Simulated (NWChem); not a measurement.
**PbS (SMILES [S][Pb]) at 4 levels**

We compute a comparison of 4 runs (HF/def2-TZVPP, PBE/def2-TZVP, revPBE/def2-TZVPP, CCSD/def2-TZVPP) of PbS. 

The calculation is run with NWChem 7.3.0.

**1. The structure to begin with**

The species is PbS (2 atoms), meant as a singlet with charge 0. SMILES: `[S][Pb]`. Geometry: the measured bond length.

Bond lengths: S1–Pb2 2.287 Å.

**2. Energy and forces at HF/def2-TZVPP (core potential) (run 1)**

run.py

```python
from ase import Atoms
from ase.calculators.nwchem import NWChem

system = Atoms('SPb', positions=[
    [0.000000, 0.000000, 0.000000],
    [0.000000, 0.000000, 2.286863],
])

calc = NWChem(
    label='sp',
    theory='scf',
    memory='2200 mb',
    basis='def2-TZVPP',
    basispar='spherical bse',
    scf={'nopen': '0', 'rhf': None, 'thresh': '1e-08', 'maxiter': '80', 'print': 'low'},
    **{'ecp bse': {'Pb library': 'def2-TZVPP'}},
)
system.calc = calc

forces = system.get_forces()
print("Total energy (eV):", round(system.get_potential_energy(), 6))
print("forces (eV/A):")
for s, f in zip(system.symbols, forces):
    print(f"{s:2s} {f[0]:10.5f} {f[1]:10.5f} {f[2]:10.5f}")
```

Command:

```bash
$ export ASE_NWCHEM_COMMAND="nwchem PREFIX.nwi > PREFIX.nwo"
$ python run.py
```

The program printed:

```text
Total energy (eV): -16038.807278
forces (eV/A):
S     0.00000   -0.00000    0.50898
Pb   -0.00000    0.00000   -0.50898
```

The calculator wrote sp.nwi:

```
title "sp"

permanent_dir sp

scratch_dir sp

start sp

geometry units angstrom nocenter noautosym noautoz
  S  0.0000000000000000e+00 0.0000000000000000e+00 0.0000000000000000e+00
  Pb 0.0000000000000000e+00 0.0000000000000000e+00 2.2868629999999999e+00
end

memory 2200 mb

basis spherical bse noprint
   * library def2-TZVPP
end

scf
  nopen 0
  rhf
  thresh 1e-08
  maxiter 80
  print low
end
ecp bse
  Pb library def2-TZVPP
end

task scf gradient
```

sp.nwo:

```text
Northwest Computational Chemistry Package (NWChem) 7.3.0
             --------------------------------------------------------

           Job information
           ---------------

    nwchem branch   = 7.3.0
    use scalapack   = T
    input           = sp.nwi
    prefix          = sp.
    data base       = sp/sp.db
    status          = startup
    nproc           =        1

           Memory information
           ------------------

    heap     =     72089598 doubles =      550.0 Mbytes
    stack    =     72089595 doubles =      550.0 Mbytes
    global   =    144179200 doubles =     1100.0 Mbytes (distinct from heap & stack)
    total    =    288358393 doubles =     2200.0 Mbytes
    verify   = yes
    hardfail = no

[... 33 lines left out ...]
            Nuclear Dipole moment (a.u.)
[... 43 lines left out ...]
 Forming initial guess at       0.1s

 Starting SCF solution at       1.0s

       Final RHF  results
       ------------------

         Total SCF energy =   -589.415300762219
      One-electron energy =  -1048.715185049649
      Two-electron energy =    377.847522843875
 Nuclear repulsion energy =     81.452361443555

        Time for solution =     33.2s

                              NWChem Gradients Module
                              -----------------------

                         RHF ENERGY GRADIENTS

    atom               coordinates                        gradient
                 x          y          z           x          y          z
   1 S       0.000000   0.000000   0.000000   -0.000000   0.000000  -0.009898
   2 Pb      0.000000   0.000000   4.321544    0.000000  -0.000000   0.009898

 Task  times  cpu:       46.6s     wall:       46.6s
 Total times  cpu:       46.6s     wall:       46.6s
```

Run time: 48 s. Hardware: 1 thread of AMD EPYC 7R43 (Zen 3), shared host; peak memory 0.1 GiB.

**3. Energy and gradient at PBE/def2-TZVP (core potential) (run 2)**

geom.nw

```
start geom
title "PbS PBE"
memory 2200 mb

geometry units au noautosym nocenter noautoz
   S   0.00000000  0.00000000  0.00000000
   Pb  0.00000000  0.00000000  4.32154475
end

basis "ao basis" spherical bse
   * library def2-TZVP
end

ecp bse
   Pb library def2-TZVP
end

dft
   xc xpbe96 cpbe96
   grid xfine
   convergence energy 1e-08
   iterations 100
   mulliken
   noprint "final vectors analysis"
end

task dft gradient
```

Command:

```bash
$ nwchem geom.nw > geom.out
```

The program printed:

```text
[...]
          Wavefunction type:  closed shell.
          No. of atoms     :     2
          No. of electrons :    38
[...]
          Charge           :     0
          Spin multiplicity:     1
[...]
          AO basis - number of functions:    87
[...]
              XC Information
              --------------
          PerdewBurkeErnzerhof Exchange Functional  1.000
            Perdew 1991 LDA Correlation Functional  1.000 local
           PerdewBurkeErnz. Correlation Functional  1.000 non-local
[...]
 d= 0,ls=0.0,diis     1   -590.8619410451 -6.72D+02  3.85D-02  1.06D+00     2.7
[...]
 d= 0,ls=0.0,diis    12   -590.9874841019 -4.71D-10  4.24D-07  2.74D-09    23.8
         Total DFT energy =     -590.987484101872
      One electron energy =    -1049.114281914273
           Coulomb energy =      418.261239085391
    Exchange-Corr. energy =      -41.586796938171
 Nuclear repulsion energy =       81.452355665182
[...]
      Total Density - Mulliken Population Analysis
     ---------------------------------------------
    Atom       Charge   Shell Charges
 -----------   ------   -------------------------------------------------------
    1 S   16    16.49   2.01  0.47  1.49  1.14  0.81  4.18  1.66  0.92  2.30  1.46  0.01  0.03  0.00
    2 Pb  22    21.51   0.07 -0.62  1.91  0.67  1.24  0.68 -0.63  6.61  0.54  0.76  0.22  8.94  1.02  0.08  0.00  0.02
[...]
  wavefunction    = closed shell
                         DFT ENERGY GRADIENTS
    atom               coordinates                        gradient
                 x          y          z           x          y          z
   1 S       0.000000   0.000000   0.000000    0.000000  -0.000000   0.009972
   2 Pb      0.000000   0.000000   4.321545   -0.000000   0.000000  -0.009972
[...]
```

Wall time 38 s (1 thread of AMD EPYC 7R43 (Zen 3), shared host); peak memory 0.13 GiB.

Run 3 isn't shown in full; the table further down has it.

**4. The energy at CCSD/def2-TZVPP (core potential) (run 4)**

run.py

```python
from ase import Atoms
from ase.calculators.nwchem import NWChem

system = Atoms(['S', 'Pb'], positions=[
    [0.000000, 0.000000, 0.000000],
    [0.000000, 0.000000, 2.286863],
])

calc = NWChem(
    label='input',
    theory='ccsd',
    memory='2200 mb',
    basis='def2-TZVPP',
    basispar='spherical bse',
    scf={'nopen': '0', 'rhf': None, 'thresh': '1e-08', 'maxiter': '80'},
    ccsd={'freeze': 'core 9', 'maxiter': '60'},
    task='energy',
    **{'ecp bse': {'Pb library': 'def2-TZVPP'}},
)
system.calc = calc

e = system.get_potential_energy()
print(f"E = {e:.6f} eV")
```

Command:

```bash
$ export ASE_NWCHEM_COMMAND="nwchem PREFIX.nwi > PREFIX.nwo"
$ python run.py
```

The program printed:

```text
E = -16053.547799 eV
```

The calculator wrote input.nwi:

```
title "input"

permanent_dir input

scratch_dir input

start input

geometry units angstrom nocenter noautosym noautoz
  S  0.0000000000000000e+00 0.0000000000000000e+00 0.0000000000000000e+00
  Pb 0.0000000000000000e+00 0.0000000000000000e+00 2.2868629999999999e+00
end

memory 2200 mb

basis spherical bse noprint
   * library def2-TZVPP
end

scf
  nopen 0
  rhf
  thresh 1e-08
  maxiter 80
end
ccsd
  freeze core 9
  maxiter 60
end
ecp bse
  Pb library def2-TZVPP
end

task ccsd energy
```

input.nwo:

```text
Northwest Computational Chemistry Package (NWChem) 7.3.0
             --------------------------------------------------------

           Job information
           ---------------

    nwchem branch   = 7.3.0
    use scalapack   = T
    input           = input.nwi
    prefix          = input.
    data base       = input/input.db
    status          = startup
    nproc           =        1

           Memory information
           ------------------

    heap     =     72089600 doubles =      550.0 Mbytes
    stack    =     72089597 doubles =      550.0 Mbytes
    global   =    144179200 doubles =     1100.0 Mbytes (distinct from heap & stack)
    total    =    288358397 doubles =     2200.0 Mbytes
    verify   = yes
    hardfail = no

[... 103 lines left out ...]
         Quadratically convergent ROHF
[... 14 lines left out ...]
       Final RHF  results
[... 4 lines left out ...]
      Two-electron energy =    377.847522843875
[... 38 lines left out ...]
                       ROHF Final Molecular Orbital Analysis
[... 245 lines left out ...]
 Total MP2 energy:           -589.978485713894429
[... 21 lines left out ...]
  Failed reading restart vector from input/input.t2
[... 3 lines left out ...]
             energy      energy      error      ampl     ampl      Block
[... 6 lines left out ...]
                  *************converged*************
[... 6 lines left out ...]
 Total CCSD energy:           -589.957004943987840
[... 1 line left out ...]
 --------------------------------
 Spin Component Scaled (SCS) CCSD
 --------------------------------
 Same spin contribution:                 -0.160225555133951
 Same spin scaling factor:                1.130000000000000
 Opposite spin contribution:             -0.381478626634939
 Opposite spin scaling fact.:             1.270000000000000
 SCS-CCSD correlation energy:            -0.665532733127737
 Total SCS-CCSD energy:                -590.080833495346724

 routine      calls  cpu(0)   cpu-min  cpu-ave  cpu-max   i/o
 aoccsd          1     0.02     0.02     0.02     0.02    0.00
 iterdrv         1     0.03     0.03     0.03     0.03    0.00
 pampt          12     0.14     0.14     0.14     0.14    0.00
[... 9 lines of this table left out ...]
 Total               112.05   112.05   112.05   112.05    0.00

 Task  times  cpu:      147.1s     wall:      147.1s
 Total times  cpu:      147.1s     wall:      147.1s
```

Wall time 2.5 min (1 thread of AMD EPYC 7R43 (Zen 3), shared host); peak memory 0.19 GiB.

**5. All runs side by side**

| run | level | core potential | iteration cap | energy (Eh) | largest force (eV/Å) | wall time |
| --- | --- | --- | --- | --- | --- | --- |
| 1 | HF/def2-TZVPP (core potential) | def2-TZVPP | 80 | -589.415301 | 0.509 | 48 s |
| 2 | PBE/def2-TZVP (core potential) | def2-TZVP | 100 | -590.987484 | 0.513 | 38 s |
| 3 | revPBE/def2-TZVPP (core potential) | def2-TZVPP | 100 | -591.134644 | 0.653 | 37 s |
| 4 | CCSD/def2-TZVPP (core potential) | def2-TZVPP | 80 | -589.957005 | – | 2.5 min |

**6. Summary of results**

| quantity | value |
| --- | --- |
| run 4: total energy | -589.95700 Eh |
| run 4: HOMO energy (Hartree–Fock orbitals) | -9.10 eV |
| run 4: LUMO energy (Hartree–Fock orbitals) | 0.08 eV |
| run 4: HOMO–LUMO gap (Hartree–Fock orbitals) | 9.18 eV |
| run 4: correlation energy (9 core orbitals frozen) | -541.7 mEh |

In words: Totals of different functionals can't be ranked against each other. All runs together took 4.5 min, the longest 2.5 min.
